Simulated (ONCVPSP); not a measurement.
**An ONCV potential for germanium, from input to tests**

Aim: build the potential from the settings below, then test how well it stands in for the atom: other configurations, scattering, ghost states and the plane-wave cutoff that it needs.

The numbers are computed with ONCVPSP 4.0.1.1 (patched build) (PBE, scalar-relativistic, spin-unpolarised reference atom).

## 1. The design

Typed settings, in words:

```json
{
  "element": "germanium (Ge, Z = 32)",
  "type": "optimised norm-conserving Vanderbilt (ONCV)",
  "frozen core": "[Ar]",
  "valence charge": "14",
  "reference configuration": "3d10 4s2 4p1.75 (charge +0.25)",
  "partial waves": "4s: rc 1.65 bohr, ncon 4, nbas 7, qcut 4.2 1/bohr, 1 projector; 4p: rc 2.20 bohr, ncon 4, nbas 7, qcut 3.2 1/bohr, 1 projector; 3d: rc 1.05 bohr, ncon 3, nbas 8, qcut 13.4 1/bohr, 2 projectors, debl 3.3 Ha",
  "local potential": "polynomial inside 0.95 bohr (lpopt 3, dvloc0 3 Ha)",
  "core correction": "not asked for"
}
```

The nodes and maxima of the atom's own shells, from an earlier all-electron run, set the scale for the radii.

All-electron outer shells of the reference configuration (PBE, scalar-relativistic, ld1.x):

| shell | level (eV) | outermost node (bohr) | outermost maximum (bohr) |
| --- | --- | --- | --- |
| 3s | -170.53 | 0.26 | 0.54 |
| 3p | -117.66 | 0.23 | 0.54 |
| 3d | -31.35 | – | 0.50 |
| 4s | -13.61 | 0.77 | 1.73 |
| 4p | -5.59 | 0.82 | 2.19 |

## 2. The generation run

The input, Ge.dat:

```
# ATOM AND REFERENCE CONFIGURATION
# atsym  z   nc   nv     iexc    psfile
  Ge 32.00    5    3        4      upf
#
#   n    l    f
    1    0    2.00
    2    0    2.00
    2    1    6.00
    3    0    2.00
    3    1    6.00
    3    2   10.00
    4    0    2.00
    4    1    1.75
#
# PSEUDOPOTENTIAL AND OPTIMIZATION
# lmax
    2
#
#   l,   rc,      ep,       ncon, nbas, qcut
    0    1.65    0.00    4    7    4.20
    1    2.20    0.00    4    7    3.20
    2    1.05    0.00    3    8   13.40
#
# LOCAL POTENTIAL
# lloc, lpopt,  rc(5),   dvloc0
    4    3    0.95    3.00
#
# VANDERBILT-KLEINMAN-BYLANDER PROJECTORs
# l, nproj, debl
    0    1    1.40
    1    1    3.40
    2    2    3.30
#
# MODEL CORE CHARGE
# icmod, fcfact, rcfact
    0    0.00    0.00
#
# LOG DERIVATIVE ANALYSIS
# epsh1, epsh2, depsh
   -3.00    5.00    0.02
#
# OUTPUT GRID
# rlmax, drl
    6.00    0.01
#
# TEST CONFIGURATIONS
# ncnf
    4
# nvcnf
#   n    l    f
    3
    3    2   10.00
    4    0    2.00
    4    1    2.00
#
    3
    3    2   10.00
    4    0    2.00
    4    1    1.00
#
    3
    3    2   10.00
    4    0    2.00
    4    1    0.00
#
    3
    3    2   10.00
    4    0    1.00
    4    1    0.00
#
```

On the command line:

```bash
$ oncvpsp.x < Ge.dat > Ge.out
```

Q: Predict the outcome of this session. Wanted: cutoffs for 1 and 0.1 mHa per electron, occupied waves; bound ghosts; GHOST(+) flags; configuration tests; largest phase difference near zero energy, channels read.

The runs gave:

| quantity | value |
| --- | --- |
| cutoffs for 1 and 0.1 mHa per electron, occupied waves | 78 Ha and 87 Ha |
| bound ghosts | s at -14.07 eV |
| GHOST(+) flags | none at low energy |
| configuration tests | no usable energy difference |
| largest phase difference near zero energy, channels read | 0.013 rad |

A bound ghost (s) makes it unfit for use: electrons can fall into a state that the atom doesn't have. Of the tests 4 gave no usable energy difference, which is a warning in itself. It counts as very hard, with 78 Ha needed at the looser tolerance. At the looser tolerance the 3d wave is the slowest; 4s needs 9 Ha. Near zero energy the phases of the channels with partial waves agree within 0.013 rad. The pseudo curves have a pole with no partner nearby in the atom's: s at -0.51 Ha.
